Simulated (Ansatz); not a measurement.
# SiB2: the cost of one run

Method: DFT PBE, scalar-relativistic, plane waves, PAW, in Ansatz 0.2.0.

### 1 The starting structure

Symmetry: I-4m2, No. 119, tetragonal system. The conventional cell has a = 3.133 Å, b = 3.133 Å, c = 7.754 Å, α = 90.00°, β = 90.00°, γ = 90.00°. Si (site symmetry -4m2) is surrounded by 4 B at 1.86 Å. Around B (site symmetry 2mm) lie 2 Si at 1.86 Å and 1 B at 1.86 Å.

As a file:

```cif
data_structure
_symmetry_space_group_name_H-M 'P 1'
_symmetry_Int_Tables_number 1
_cell_length_a 4.4656
_cell_length_b 4.4656
_cell_length_c 4.4656
_cell_angle_alpha 138.922
_cell_angle_beta 138.922
_cell_angle_gamma 59.494
_cell_volume 38.07
loop_
_atom_site_label
_atom_site_type_symbol
_atom_site_fract_x
_atom_site_fract_y
_atom_site_fract_z
_atom_site_occupancy
Si1 Si 0.75000 0.25000 0.50000 1
B1 B 0.37990 0.37990 0.00000 1
B2 B 0.62010 0.62010 0.00000 1
```

Recipe of the guess: 3-, 4-connected net, elements by coordination (I-4m2, No. 119). Its size is a rough estimate.

### 2 Probe: one point on a coarse mesh

input.yaml

```yaml
crystal:
  lattice:
    - [-1.56673016, 1.56673016, 3.87714464]
    - [1.56673016, -1.56673016, 3.87714464]
    - [1.56673016, 1.56673016, -3.87714464]
  atoms:
    - { symbol: Si, position: [0.75, 0.25, 0.5] }
    - { symbol: B, position: [0.37989923, 0.37989923, 0.0] }
    - { symbol: B, position: [0.62010077, 0.62010077, 0.0] }
basis:
  ecutwfc: 420
kpoints:
  mp_grid: { grid: [8, 8, 8] }
hamiltonian:
  xc: pbe
scf:
  occupations: { method: gaussian, width: 0.1 }
  lower_state_search: "off"
output:
  forces: true
  stress: true
  eigenvalues: true
```

On the command line:

```
> ansatz run input.yaml --threads 1 --pin off --max-ram 2560MiB --backend cpu --events-out ev --progress --plain --runs-dir out
```

Q: Estimate wall time and peak memory on 1 thread of Intel Xeon Platinum 8488C (Sapphire Rapids), shared host.

About 1.5 s, with a peak of 0.37 GiB.
